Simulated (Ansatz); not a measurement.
# Cl₂FH₃SiSn: how energies converge with the basis set

An exercise on one series of results from a longer session: the logs are not shown, and one member is left open.

Program: Ansatz 0.2.0, Gaussian basis. Level of theory: one geometry, several basis sets. These are calculated values, not measurements.

Plan: PBE0-D4/def2-SVP; ωB97M-V/def2-SVP; PBE0-D4/def2-QZVPP; ωB97M-V/def2-QZVPP; the functionals' def2-TZVPP values are taken from earlier runs.

## The geometry

All runs share one geometry, relaxed beforehand with PBE0-D4 in a triple-zeta def2 set. Sn takes the def2 core potential; no spin-orbit term is included.

8 atoms, charge 0, spin multiplicity 1.

Atoms are counted from 1 here; the program's logs count them from 0.

Bond lengths: F1–Sn2 1.911 Å, Sn2–Si3 2.565 Å, Sn2–Cl4 2.310 Å, Sn2–Cl5 2.310 Å, Si3–H6 1.481 Å, Si3–H7 1.480 Å, Si3–H8 1.480 Å. Angles: F1–Sn2–Si3 110.9°, F1–Sn2–Cl4 104.0°, F1–Sn2–Cl5 104.0°, Si3–Sn2–Cl4 114.9°, Si3–Sn2–Cl5 114.9°, Cl4–Sn2–Cl5 107.0°, Sn2–Si3–H6 106.6°, Sn2–Si3–H7 107.0°, Sn2–Si3–H8 107.0°, H6–Si3–H7 111.9°, H6–Si3–H8 111.9°, H7–Si3–H8 112.1°.

Geometry (Å):

```tsv
atom	x (Å)	y (Å)	z (Å)
F1	-1.91826	1.63147	0.27646
Sn2	-0.70378	0.51318	-0.68636
Si3	0.92079	-0.66210	0.91335
Cl4	-2.07767	-0.90136	-1.88949
Cl5	0.28985	1.94188	-2.20541
H6	1.80327	-1.50578	0.07578
H7	0.10141	-1.47266	1.84245
H8	1.67658	0.39835	1.61753
```

The first run:

in.yaml reads:

```yaml
crystal:
  periodic: [false, false, false]
  atoms:
    - {symbol: F, position_ang: [-1.918256, 1.631473, 0.276463]}
    - {symbol: Sn, position_ang: [-0.703779, 0.513184, -0.686363]}
    - {symbol: Si, position_ang: [0.920792, -0.662101, 0.913352]}
    - {symbol: Cl, position_ang: [-2.077667, -0.901356, -1.889487]}
    - {symbol: Cl, position_ang: [0.289851, 1.941877, -2.205414]}
    - {symbol: H, position_ang: [1.803266, -1.505775, 0.075777]}
    - {symbol: H, position_ang: [0.101409, -1.472658, 1.842446]}
    - {symbol: H, position_ang: [1.676583, 0.398354, 1.617526]}
basis:
  gaussian: {orbitals: def2-SVP}
hamiltonian: {xc: pbe0, dispersion: d4}
output: {orbitals: {seedname: orbitals}}
```

Steps of the session up to this table: PBE0-D4 in def2-SVP; ωB97M-V in def2-SVP; PBE0-D4 in def2-QZVPP; ωB97M-V in def2-QZVPP.

One of the session's tables, all rows but one given; the rest of the session is left out.

It belongs to the step «Density functionals: the series». 

| functional | basis | HOMO (eV) | LUMO (eV) |
| --- | --- | --- | --- |
| PBE0-D4 | def2-SVP | -8.80 | -1.94 |
| PBE0-D4 | def2-TZVPP | -8.89 | -2.09 |
| PBE0-D4 | def2-QZVPP | -8.90 | -2.13 |
| ωB97M-V | def2-SVP | ? | ? |
| ωB97M-V | def2-TZVPP | -10.90 | -0.17 |
| ωB97M-V | def2-QZVPP | -10.92 | -0.30 |

Estimate the missing values for ωB97M-V, def2-SVP.

As computed: HOMO (eV): -10.77; LUMO (eV): 0.09. In the column «HOMO (eV)» it lies between ωB97M-V, def2-TZVPP (-10.90) and PBE0-D4, def2-QZVPP (-8.90).
